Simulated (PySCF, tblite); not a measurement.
# C₃H₆F₂SSi: geometry, infrared bands and NMR shifts

Wanted: the infrared bands and NMR shifts of C₃H₆F₂SSi (`C=C(C)S[SiH](F)F`), by calculation.

Programs: tblite 0.8.0 and PySCF 2.14.0, with density-fitted response routines of our own. Each step states its level of theory. These are calculated values for one molecule in the gas phase, unless marked as measured. Atoms are numbered from 0 throughout.

### 1 Starting geometry

13 atoms, charge 0, multiplicity 1; geometry from: force field or distance geometry start.

Bonds of the start (Å): C0–C1 1.32, C1–C2 1.49, C1–S3 1.80, S3–Si4 2.15, Si4–F5 1.71, Si4–F6 1.69, C0–H7 1.08, C0–H8 1.09, C2–H9 1.11, C2–H10 1.10, C2–H11 1.13, Si4–H12 1.48.

### 2 Relaxing the molecule with GFN2-xTB

What the job is given:

```
{"job": {"kind": "relax", "xc": "GFN2-xTB", "basis": "xTB"}, "charge": 0, "multiplicity": 1}
C     -2.306200    -0.225500    -0.209100
C     -0.993300    -0.110700    -0.199100
C     -0.294100     1.097400    -0.717100
S      0.018200    -1.439000     0.475000
Si     2.072900    -0.812900     0.301700
F      2.508000    -1.088600    -1.328800
F      3.089900    -1.655400     1.350600
H     -2.768400    -1.119100     0.192100
H     -2.967500     0.542600    -0.599300
H     -0.424100     1.898100     0.040200
H      0.746900     0.870800    -0.976600
H     -0.904900     1.414700    -1.616300
H      2.218300     0.628000     0.584900
```

On the command line:

```
OMP_NUM_THREADS=1 python probes_run.py task.json out
```

The driver reads the jobs from task.json and runs them one after another.

**Question.** This job is followed by: GFN2-xTB harmonic vibrations, gas phase; GIAO PBE0/pcSseg-1 NMR shielding, non-relativistic, gas phase. What will the session give for the following? strongest single infrared mode (GFN2-xTB); zero-point energy (GFN2-xTB); 13C shifts against TMS (PBE0/pcSseg-1); 1H shifts against TMS (PBE0/pcSseg-1, means over atoms taken as alike); 33S shifts against CS2 (PBE0/pcSseg-1); 29Si shifts against TMS (PBE0/pcSseg-1); 19F shifts against CFCl3 (PBE0/pcSseg-1, means over atoms taken as alike); surface potential, 1st and 99th percentile.

The runs gave:

| quantity | value |
| --- | --- |
| strongest single infrared mode (GFN2-xTB) | 662 cm⁻¹, 314 km/mol |
| zero-point energy (GFN2-xTB) | 53.3 kcal/mol |
| 13C shifts against TMS (PBE0/pcSseg-1) | 144.7, 122.4, 28.9 ppm |
| 1H shifts against TMS (PBE0/pcSseg-1, means over atoms taken as alike) | 5.56, 5.52, 5.36, 2.13 ppm |
| 33S shifts against CS2 (PBE0/pcSseg-1) | 7 ppm |
| 29Si shifts against TMS (PBE0/pcSseg-1) | -13.1 ppm |
| 19F shifts against CFCl3 (PBE0/pcSseg-1, means over atoms taken as alike) | -142.1 ppm |
| surface potential, 1st and 99th percentile | -0.87 V and 1.42 V |

**Reading.** Relaxing lowered the energy by 0.659 eV in 60 steps; the close pair that moved most is Si4–F5, from 1.710 to 1.598 Å. The lowest mode is imaginary (29i cm⁻¹), so the xTB geometry is not a minimum. The strongest single mode, at 662 cm⁻¹, moves mainly H12. Unscaled tight-binding wavenumbers are off by several per cent, some by more. Its intensities can rank the bands wrongly. The most deshielded carbon is C1 (fully substituted alkene carbon), at 144.7 ppm: an sp2 carbon of a C=C bond. At PBE0/pcSseg-1: The largest span, 295 ppm, is at S3, where the paramagnetic term is -562 ppm. By nearest atom (PBE0/pcSseg-1), the HOMO sits on S3 44 %; C0 26 % and the LUMO on S3 25 %; Si4 22 %.
